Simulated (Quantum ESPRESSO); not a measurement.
# CuPd6 (P6/mmm) in Quantum ESPRESSO: projected density of states with optB86b-vdW

Aim: the projected density of states of CuPd6 with optB86b-vdW.

Program: Quantum ESPRESSO 7.5. These are calculated values, not measurements. Logs are shortened: lines on timing, memory, paths and dates and some standing lists are left out, and cuts for length are marked.

## Step 1: The structure

It takes space group P6/mmm (No. 191, hexagonal). The conventional cell has a = 4.825 Å, b = 4.825 Å, c = 4.089 Å, α = 90.00°, β = 90.00°, γ = 120.00°. Cu (site symmetry 6/mmm) is surrounded by 12 Pd at 2.60 Å. Around Pd (site symmetry m2m) lie 3 Pd at 1.61 Å.

The cell was built by a generator and needn't be a form met in nature.

## Step 2: Projected density of states, optB86b-vdW

Contents of pw.in:

```
&CONTROL
  calculation = 'scf'
  prefix = 'pwscf'
  outdir = './tmp'
  pseudo_dir = './pseudo'
  tprnfor = .true.
  tstress = .true.
  disk_io = 'low'
/
&SYSTEM
  ibrav = 0
  nat = 7
  ntyp = 2
  ecutwfc = 36
  ecutrho = 216
  nbnd = 81
  input_dft = 'vdw-df-ob86'
  occupations = 'smearing'
  smearing = 'fd'
  degauss = 0.00999582
/
&ELECTRONS
  conv_thr = 1.4d-09
  electron_maxstep = 120
  mixing_beta = 0.5
/
ATOMIC_SPECIES
Cu    63.5460 Cu.GGA_PBE-JTH.UPF
Pd   106.4200 Pd.GGA_PBE-JTH.UPF
CELL_PARAMETERS bohr
   9.1186520141    0.0000000000    0.0000000000
  -4.5593260070    7.8969842879    0.0000000000
   0.0000000000    0.0000000000    7.7267428108
ATOMIC_POSITIONS bohr
Cu     0.0000000000    0.0000000000    0.0000000000
Pd    -1.5210477372    2.6345319600    3.8633714054
Pd     3.0382782699    5.2624523279    3.8633714054
Pd     3.0420954744    0.0000000000    3.8633714054
Pd    -3.0382782699    5.2624523279    3.8633714054
Pd     1.5210477372    2.6345319600    3.8633714054
Pd     6.0765565397    0.0000000000    3.8633714054
K_POINTS automatic
5 5 5 0 0 0
```

Contents of nscf.in:

```
&CONTROL
  calculation = 'nscf'
  prefix = 'pwscf'
  outdir = './tmp'
  pseudo_dir = './pseudo'
  disk_io = 'low'
/
&SYSTEM
  ibrav = 0
  nat = 7
  ntyp = 2
  ecutwfc = 36
  ecutrho = 216
  nbnd = 81
  input_dft = 'vdw-df-ob86'
  occupations = 'tetrahedra_opt'
/
&ELECTRONS
  conv_thr = 1d-08
  electron_maxstep = 120
  mixing_beta = 0.5
/
ATOMIC_SPECIES
Cu    63.5460 Cu.GGA_PBE-JTH.UPF
Pd   106.4200 Pd.GGA_PBE-JTH.UPF
CELL_PARAMETERS bohr
   9.1186520141    0.0000000000    0.0000000000
  -4.5593260070    7.8969842879    0.0000000000
   0.0000000000    0.0000000000    7.7267428108
ATOMIC_POSITIONS bohr
Cu     0.0000000000    0.0000000000    0.0000000000
Pd    -1.5210477372    2.6345319600    3.8633714054
Pd     3.0382782699    5.2624523279    3.8633714054
Pd     3.0420954744    0.0000000000    3.8633714054
Pd    -3.0382782699    5.2624523279    3.8633714054
Pd     1.5210477372    2.6345319600    3.8633714054
Pd     6.0765565397    0.0000000000    3.8633714054
K_POINTS automatic
8 8 8 0 0 0
```

Contents of projwfc.in:

```
&PROJWFC
  prefix = 'pwscf'
  outdir = './tmp'
  filpdos = 'p'
  Emin = 18
  Emax = 43
  DeltaE = 0.05
/
```

Potentials or basis: JTH 2.0 PBE.

Run with:

```
$ OMP_NUM_THREADS=1 pw.x -in pw.in > pw.out
$ OMP_NUM_THREADS=1 pw.x -in nscf.in > nscf.out
$ OMP_NUM_THREADS=1 projwfc.x -in projwfc.in > projwfc.out
```

pw.out:

```text
This program is part of the open-source Quantum ESPRESSO suite
     for quantum simulation of materials; please cite
         "P. Giannozzi et al., J. Phys.:Condens. Matter 21 395502 (2009);
         "P. Giannozzi et al., J. Phys.:Condens. Matter 29 465901 (2017);
         "P. Giannozzi et al., J. Chem. Phys. 152 154105 (2020);
     in publications or presentations arising from this work. More details at

     file Cu.GGA_PBE-JTH.UPF: wavefunction(s)  3S 3P 0P 3D 0D renormalized
     file Pd.GGA_PBE-JTH.UPF: wavefunction(s)  4S 5S 4P 0P 4D 0D renormalized

     IMPORTANT: XC functional enforced from input :
     Exchange-correlation= VDW-DF-OB86
                           (   1   4  24   0   1   0   0)
     Any further DFT definition will be discarded
     Please, verify this is what you really want

     Message from routine setup:
     using ibrav=0 with symmetry is DISCOURAGED, use correct ibrav instead

     G-vector sticks info
     --------------------
     sticks:   dense  smooth     PW     G-vecs:    dense   smooth      PW
     Sum        1237     823    253                29761    16271    2645

     Using Slab Decomposition

     bravais-lattice index     =            0
     lattice parameter (alat)  =       9.1187  a.u.
     unit-cell volume          =     556.4016 (a.u.)^3
     number of atoms/cell      =            7
     number of atomic types    =            2
     number of electrons       =       127.00
     number of Kohn-Sham states=           81
     kinetic-energy cutoff     =      36.0000  Ry
     charge density cutoff     =     216.0000  Ry
     scf convergence threshold =      1.4E-09
     mixing beta               =       0.5000
     number of iterations used =            8  plain     mixing
     Exchange-correlation= VDW-DF-OB86
                           (   1   4  24   0   1   0   0)

     celldm(1)=   9.118652  celldm(2)=   0.000000  celldm(3)=   0.000000
     celldm(4)=   0.000000  celldm(5)=   0.000000  celldm(6)=   0.000000

     crystal axes: (cart. coord. in units of alat)
               a(1) = (   1.000000   0.000000   0.000000 )
               a(2) = (  -0.500000   0.866025   0.000000 )
               a(3) = (   0.000000   0.000000   0.847356 )

     reciprocal axes: (cart. coord. in units 2 pi/alat)
               b(1) = (  1.000000  0.577350 -0.000000 )
               b(2) = (  0.000000  1.154701  0.000000 )
               b(3) = (  0.000000 -0.000000  1.180142 )

     PseudoPot. # 1 for Cu read from file:
     Cu.GGA_PBE-JTH.UPF
     Pseudo is Projector augmented-wave + core cor, Zval = 19.0
     Generated using ATOMPAW code
     Shape of augmentation charge: SINC**2
     Using radial grid of 1047 points,  6 beta functions with:
                l(1) =   0
                l(2) =   0
                l(3) =   1
                l(4) =   1
                l(5) =   2
                l(6) =   2
     Q(r) pseudized with 0 coefficients

     PseudoPot. # 2 for Pd read from file:
     Pd.GGA_PBE-JTH.UPF
     Pseudo is Projector augmented-wave + core cor, Zval = 18.0
     Generated using ATOMPAW code
     Shape of augmentation charge: SINC**2
     Using radial grid of 1083 points,  6 beta functions with:
                l(1) =   0
                l(2) =   0
                l(3) =   1
                l(4) =   1
                l(5) =   2
                l(6) =   2
     Q(r) pseudized with 0 coefficients

     atomic species   valence    mass     pseudopotential
     Cu               19.00    63.54600     Cu( 1.00)
     Pd               18.00   106.42000     Pd( 1.00)

     24 Sym. Ops., with inversion, found

   Cartesian axes

     site n.     atom                  positions (alat units)
         1        Cu     tau(   1) = (   0.0000000   0.0000000   0.0000000  )
         2        Pd     tau(   2) = (  -0.1668062   0.2889168   0.4236779  )
         3        Pd     tau(   3) = (   0.3331938   0.5771086   0.4236779  )
         4        Pd     tau(   4) = (   0.3336124   0.0000000   0.4236779  )
         5        Pd     tau(   5) = (  -0.3331938   0.5771086   0.4236779  )
         6        Pd     tau(   6) = (   0.1668062   0.2889168   0.4236779  )
         7        Pd     tau(   7) = (   0.6663876   0.0000000   0.4236779  )

     number of k points=    15  Fermi-Dirac smearing, width (Ry)=  0.0100
                       cart. coord. in units 2pi/alat
        k(    1) = (   0.0000000   0.0000000   0.0000000), wk =   0.0160000
        k(    2) = (   0.0000000   0.0000000   0.2360284), wk =   0.0320000
        k(    3) = (   0.0000000   0.0000000   0.4720567), wk =   0.0320000
        k(    4) = (   0.0000000   0.2309401   0.0000000), wk =   0.0960000
        k(    5) = (   0.0000000   0.2309401   0.2360284), wk =   0.1920000
        k(    6) = (   0.0000000   0.2309401   0.4720567), wk =   0.1920000
        k(    7) = (   0.0000000   0.4618802   0.0000000), wk =   0.0960000
        k(    8) = (   0.0000000   0.4618802   0.2360284), wk =   0.1920000
        k(    9) = (   0.0000000   0.4618802   0.4720567), wk =   0.1920000
        k(   10) = (   0.2000000   0.3464102   0.0000000), wk =   0.0960000
        k(   11) = (   0.2000000   0.3464102   0.2360284), wk =   0.1920000
        k(   12) = (   0.2000000   0.3464102   0.4720567), wk =   0.1920000
        k(   13) = (   0.2000000   0.5773503   0.0000000), wk =   0.0960000
        k(   14) = (   0.2000000   0.5773503   0.2360284), wk =   0.1920000
        k(   15) = (   0.2000000   0.5773503   0.4720567), wk =   0.1920000

     Dense  grid:    29761 G-vectors     FFT dimensions: (  45,  45,  40)

     Smooth grid:    16271 G-vectors     FFT dimensions: (  36,  36,  30)

     Check: negative core charge=   -0.000046

     Initial potential from superposition of free atoms

     starting charge     126.9963, renormalised to     127.0000

     %%%%%%%%%%%%%%%%%%%%%%%%%%%%%%%%%%%%%%%%%%%%%%%%%%%%%%%%%%%%%%%%%%%%%%%%
     %                                                                      %
     % You are using vdW-DF, which was implemented by the Thonhauser group. %
     % Please cite the following two papers that made this development      %
     % possible and the two reviews that describe the various versions:     %
     %                                                                      %
     %   T. Thonhauser et al., PRL 115, 136402 (2015).                      %
     %   T. Thonhauser et al., PRB 76, 125112 (2007).                       %
     %   K. Berland et al., Rep. Prog. Phys. 78, 066501 (2015).             %
     %   D.C. Langreth et al., J. Phys.: Condens. Matter 21, 084203 (2009). %
     %                                                                      %
     % If you are calculating stress with vdW-DF, please also cite:         %
     %                                                                      %
     %   R. Sabatini et al., J. Phys.: Condens. Matter 24, 424209 (2012).   %
     %                                                                      %
     %%%%%%%%%%%%%%%%%%%%%%%%%%%%%%%%%%%%%%%%%%%%%%%%%%%%%%%%%%%%%%%%%%%%%%%%

     %%%%%%%%%%%%%%%%%%%%%%%%%%%%%%%%%%%%%%%%%%%%%%%%%%%%%%%%%%%%%%%%%%%%%%%%
     %                                                                      %
     %  vdW-DF NEWS:                                                        %
     %                                                                      %
     %  * vdW-DF3 is now available. DOI: 10.1021/acs.jctc.0c00471           %
     %    use with input_dft = 'vdW-DF3-opt1' or 'vdW-DF3-opt2'             %
     %                                                                      %
     %  * Unscreened and range-separated hybrid vdW-DF-cx functionals       %
     %    DOI: 10.1063/1.4986522 and 10.1088/1361-648X/ac2ad2               %
     %    use with input_dft = 'vdW-DF-cx0'    and 'vdW-DF-ahcx'            %
     %  * Unscreened and range-separated hybrid vdW-DF2-b86r functionals    %
     %    DOI: 10.1063/1.4986522 and DOI: 10.1103/PhysRevX.12.041003        %
     %    use with input_dft = 'vdW-DF2-br0' and 'vdW-DF2-ahbr'             %
     %                                                                      %
     %%%%%%%%%%%%%%%%%%%%%%%%%%%%%%%%%%%%%%%%%%%%%%%%%%%%%%%%%%%%%%%%%%%%%%%%

     Starting wfcs are  126 randomized atomic wfcs

     Self-consistent Calculation

     iteration #  1     ecut=    36.00 Ry     beta= 0.50
     Davidson diagonalization with overlap
     ethr =  1.00E-02,  avg # of iterations = 12.5

     Threshold (ethr) on eigenvalues was too large:
     Diagonalizing with lowered threshold

     Davidson diagonalization with overlap
     ethr =  3.68E-04,  avg # of iterations = 10.6

     total energy              =   -3533.22950106 Ry
     estimated scf accuracy    <       0.50611962 Ry

     iteration #  2     ecut=    36.00 Ry     beta= 0.50
     Davidson diagonalization with overlap
     ethr =  3.99E-04,  avg # of iterations =  7.9
[... 89 lines left out ...]
     total energy              =   -3533.93019300 Ry
     estimated scf accuracy    <          2.0E-09 Ry

     iteration # 14     ecut=    36.00 Ry     beta= 0.50
     Davidson diagonalization with overlap
     ethr =  1.60E-12,  avg # of iterations =  9.8

     End of self-consistent calculation

          k = 0.0000 0.0000 0.0000 (  2025 PWs)   bands (ev):

   -80.3173 -62.0378 -59.2724 -59.2724 -59.2320 -59.2320 -55.9488 -38.0430
   -37.7920 -37.7920 -32.0876 -31.9849 -30.4795 -30.4795 -26.0300 -26.0300
   -26.0189 -26.0189 -24.6997 -22.8491 -22.8491 -22.8361 -22.8361 -21.8721
   -21.8721 -20.8439 -20.1764 -20.1382  11.4188  11.4953  16.1473  16.3866
    18.6884  19.0638  19.0638  19.8743  19.8743  19.8879  19.8879  21.5247
    21.5247  22.6758  23.0014  23.0014  23.3595  23.3595  25.5434  25.5434
    25.5980  25.5980  25.6061  25.6061  28.0982  28.0982  28.6616  29.5767
    29.5767  29.8271  29.8271  30.9006  31.4558  33.2301  33.8334  33.8578
    34.6421  35.8358  35.8358  36.7885  37.5895  37.5895  40.2772  41.1824
    41.1965  42.1497  43.5260  43.5328  43.5328  43.7518  43.9228  43.9228
    46.3384
[... 185 lines left out ...]
   -80.3173 -61.0633 -61.0521 -60.5270 -57.8852 -57.2558 -57.2407 -38.0426
   -37.7926 -37.7923 -31.3995 -31.2400 -31.1917 -29.2578 -29.1882 -28.7770
   -24.0380 -24.0351 -23.6805 -23.3855 -22.9979 -22.9717 -21.9799 -21.5974
   -21.5927 -21.0099 -21.0098 -20.7898  13.4548  14.4600  14.5050  16.0046
    17.2600  17.2934  17.6557  17.7509  17.8690  19.0690  19.4428  19.5848
    20.8111  20.8251  21.5994  25.2723  26.0071  26.3358  27.0373  27.5166
    27.6322  27.7990  27.8001  28.4542  28.9224  29.1026  29.1950  29.5891
    29.6564  30.0503  31.0308  31.2585  31.3303  31.7993  31.9794  32.0159
    32.3355  32.8656  33.3190  33.3578  33.7896  38.0595  40.7853  41.1099
    41.2252  44.0367  44.4916  45.1882  45.2660  45.5543  46.3095  46.3747
    46.8207

     the Fermi energy is    32.7837 ev

!    total energy              =   -3533.93019299 Ry
     total all-electron energy =     -3533.930193 Ry
     estimated scf accuracy    <          1.1E-09 Ry
     smearing contrib. (-TS)   =      -0.01908619 Ry
     internal energy E=F+TS    =   -3533.91110680 Ry

     The total energy is F=E-TS. E is the sum of the following terms:
     one-electron contribution =   -1278.42930955 Ry
     hartree contribution      =     533.58192102 Ry
     xc contribution           =    -184.93255401 Ry
     ewald contribution        =   -1178.08092353 Ry
     one-center paw contrib.   =   -1426.05024073 Ry

     convergence has been achieved in  14 iterations

     Forces acting on atoms (cartesian axes, Ry/au):

     atom    1 type  1   force =    -0.00000000    0.00000000    0.00000000
     atom    2 type  2   force =     0.00839199   -0.01453536    0.00000000
     atom    3 type  2   force =     0.00839199    0.01453536    0.00000000
     atom    4 type  2   force =    -0.01678399    0.00000000    0.00000000
     atom    5 type  2   force =    -0.00839199    0.01453536    0.00000000
     atom    6 type  2   force =    -0.00839199   -0.01453536    0.00000000
     atom    7 type  2   force =     0.01678399   -0.00000000   -0.00000000

     Total force =     0.041112     Total SCF correction =     0.000018

     Computing stress (Cartesian axis) and pressure

          total   stress  (Ry/bohr**3)                   (kbar)     P=     8943.33
   0.09051351  -0.00000000  -0.00000000        13315.00       -0.00       -0.00
  -0.00000000   0.09051351  -0.00000000           -0.00    13315.00       -0.00
   0.00000000   0.00000000   0.00135962            0.00        0.00      200.01

=------------------------------------------------------------------------------=
   JOB DONE.
=------------------------------------------------------------------------------=
```

Run time: 13 min. Hardware: 1 thread of Intel Xeon Platinum 8488C (Sapphire Rapids), shared host; peak memory 0.2 GiB.

Results:

```yaml
Free_energy: -48081.5697 eV
Largest_force: 0.432 eV/Å
Band_gap_on_the_k_mesh: none (metal or under the smearing width)
```

Forces on the atoms (eV/Å):
```
Cu   0.000  0.000  0.000
Pd   0.216 -0.374  0.000
Pd   0.216  0.374  0.000
Pd  -0.432  0.000  0.000
Pd  -0.216  0.374  0.000
Pd  -0.216 -0.374  0.000
Pd   0.432  0.000  0.000
```

Levels at points of the mesh, in eV from the Fermi level:
| k point | band 60 | band 61 | band 62 | band 63 | band 64 | band 65 | band 66 | band 67 | band 68 | band 69 |
| --- | --- | --- | --- | --- | --- | --- | --- | --- | --- | --- |
| (0.00, 0.00, 0.00) | -1.88 | -1.33 | 0.45 | 1.05 | 1.07 | 1.86 | 3.05 | 3.05 | 4.00 | 4.81 |

States per cell in windows of 0.5 eV (zero at the Fermi level; states under -8 eV left out):
```csv
from (eV),total,Cu#1 d wfc5,Pd#2 d wfc5,Pd#3 d wfc5,Pd#4 d wfc5,Pd#5 d wfc5,Pd#6 d wfc5
-8.0,1.26,0.04,0.12,0.12,0.12,0.12,0.12
-7.5,1.38,0.05,0.15,0.15,0.15,0.15,0.15
-7.0,3.13,0.15,0.39,0.39,0.39,0.39,0.39
-6.5,3.82,0.21,0.46,0.46,0.46,0.46,0.46
-6.0,2.42,0.16,0.27,0.27,0.27,0.27,0.27
-5.5,2.54,0.30,0.26,0.26,0.26,0.26,0.26
-5.0,1.83,0.37,0.16,0.16,0.16,0.16,0.16
-4.5,2.30,0.99,0.13,0.13,0.13,0.13,0.13
-4.0,5.09,3.29,0.20,0.20,0.20,0.20,0.20
-3.5,3.71,2.47,0.14,0.14,0.14,0.14,0.14
-3.0,2.04,0.65,0.16,0.16,0.16,0.16,0.16
-2.5,1.65,0.24,0.14,0.14,0.14,0.14,0.14
-2.0,2.05,0.13,0.22,0.22,0.22,0.22,0.22
-1.5,1.55,0.07,0.13,0.13,0.13,0.13,0.13
-1.0,1.76,0.04,0.15,0.15,0.15,0.15,0.15
-0.5,2.47,0.04,0.22,0.22,0.22,0.22,0.22
0.0,1.66,0.02,0.14,0.14,0.14,0.14,0.14
0.5,1.64,0.02,0.12,0.12,0.12,0.12,0.12
1.0,1.11,0.01,0.06,0.06,0.06,0.06,0.06
1.5,1.06,0.01,0.04,0.04,0.04,0.04,0.04
2.0,0.98,0.01,0.04,0.04,0.04,0.04,0.04
2.5,0.80,0.01,0.03,0.03,0.03,0.03,0.03
3.0,0.65,0.00,0.02,0.02,0.02,0.02,0.02
3.5,0.67,0.00,0.03,0.03,0.03,0.03,0.03
4.0,0.71,0.01,0.03,0.03,0.03,0.03,0.03
4.5,0.92,0.01,0.02,0.02,0.02,0.02,0.02
5.0,1.01,0.01,0.02,0.02,0.02,0.02,0.02
5.5,1.03,0.01,0.03,0.03,0.03,0.03,0.03
6.0,1.30,0.01,0.02,0.02,0.02,0.02,0.02
6.5,1.05,0.01,0.02,0.02,0.02,0.02,0.02
7.0,1.20,0.01,0.02,0.02,0.02,0.02,0.02
7.5,1.60,0.01,0.04,0.04,0.04,0.04,0.04
```

Caveat: the k mesh is coarse; the potentials were made for another functional, which shifts forces and pressure; the cell as given lies far from equilibrium; the cutoff is too short for stress, so the log's stress isn't used; the cutoff is low for these files, which shifts pressure and relaxed volume; the cutoff lies well under what these potentials need, so the values aren't converged.
